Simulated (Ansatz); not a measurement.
# YbN: the cost of one run

Computed with Ansatz 0.2.0 (DFT PBE+U (U_eff = 6 eV on Yb f), plane waves, PAW, no spin–orbit coupling unless a run says so, unless a step's input says otherwise).

**1. Starting point**

It takes space group F-43m (No. 216, cubic). The conventional cell has a = 5.306 Å, b = 5.306 Å, c = 5.306 Å, α = 90.00°, β = 90.00°, γ = 90.00°. Yb (site symmetry -43m) is surrounded by 4 N at 2.30 Å. N (site symmetry -43m) is surrounded by 4 Yb at 2.30 Å.

As a file:

```
Yb N
1.0
     0.00000    2.65285    2.65285
     2.65285    0.00000    2.65285
     2.65285    2.65285    0.00000
Yb N
1 1
Direct
  0.00000 0.00000 0.00000
  0.25000 0.25000 0.25000
```

Magnetic order typed: ferromagnetic.

**2. From atoms, symmetry kept, no search**

Input file input.yaml:

```yaml
crystal:
  lattice:
    - [0.0, 2.6528496, 2.6528496]
    - [2.6528496, 0.0, 2.6528496]
    - [2.6528496, 2.6528496, 0.0]
  atoms:
    - { symbol: Yb, position: [0.0, 0.0, 0.0], spin: 1.0 }
    - { symbol: "N", position: [0.25, 0.25, 0.25] }
basis:
  ecutwfc: 420
  ecutrho_ratio: 4
kpoints:
  mp_grid: { grid: [6, 6, 6] }
hamiltonian:
  xc: pbe
  hubbard: { sites: [{ site: 0, l: f, u_eff: 6.0 }] }
scf:
  occupations: { method: gaussian, width: 0.05 }
  lower_state_search: "off"
  max_iter: 150
output:
  forces: true
  stress: true
  eigenvalues: true
  populations: true
  hubbard: { sites: [{ site: 0, l: f }] }
magnetization:
  spin_polarized: true
```

Launch:

```
> ansatz run input.yaml --threads 2 --pin off --max-ram 3072MiB --backend cpu --events-out ev --progress --plain --runs-dir out
```

What time and memory should one allow on 2 threads of Arm Neoverse N1, shared host?

About 10 s, with a peak of 0.32 GiB.
